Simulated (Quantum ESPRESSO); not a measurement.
Crystal: TeW2.

```
Te W
1.0
     0.00000    3.12995    3.12995
     3.12995    0.00000    3.12995
     3.12995    3.12995    0.00000
Te W
1 2
Direct
  0.00000 0.00000 0.00000
  0.25000 0.25000 0.25000
  0.75000 0.75000 0.75000
```

The cell was built by a generator and needn't be a form met in nature.

```yaml
Program: Quantum ESPRESSO 7.5
Task: phonons
Functional: PBE
Potentials_or_basis: GBRV 1.5 PBE
Cutoff: 762 eV
Density_cutoff: 6095 eV
k_mesh: 5 × 5 × 5
Occupations: cold, width 0.2 eV
Spin: no spin polarisation
Mixing_beta: 0.5
Most_SCF_iterations: 120
SCF_threshold: 6e-10 Ry
```

Where do the zone-centre optical modes lie?

T2g at 57 cm⁻¹ (Raman); T1u at 215 cm⁻¹ (IR).

Optical modes at Γ, degenerate ones joined:
| cm⁻¹ | components | symmetry | active in |
| --- | --- | --- | --- |
| 57 | 3 | T2g | Raman |
| 215 | 3 | T1u | IR |

Caveat: the k mesh is coarse; the mesh is thin for the phonons of a metal.
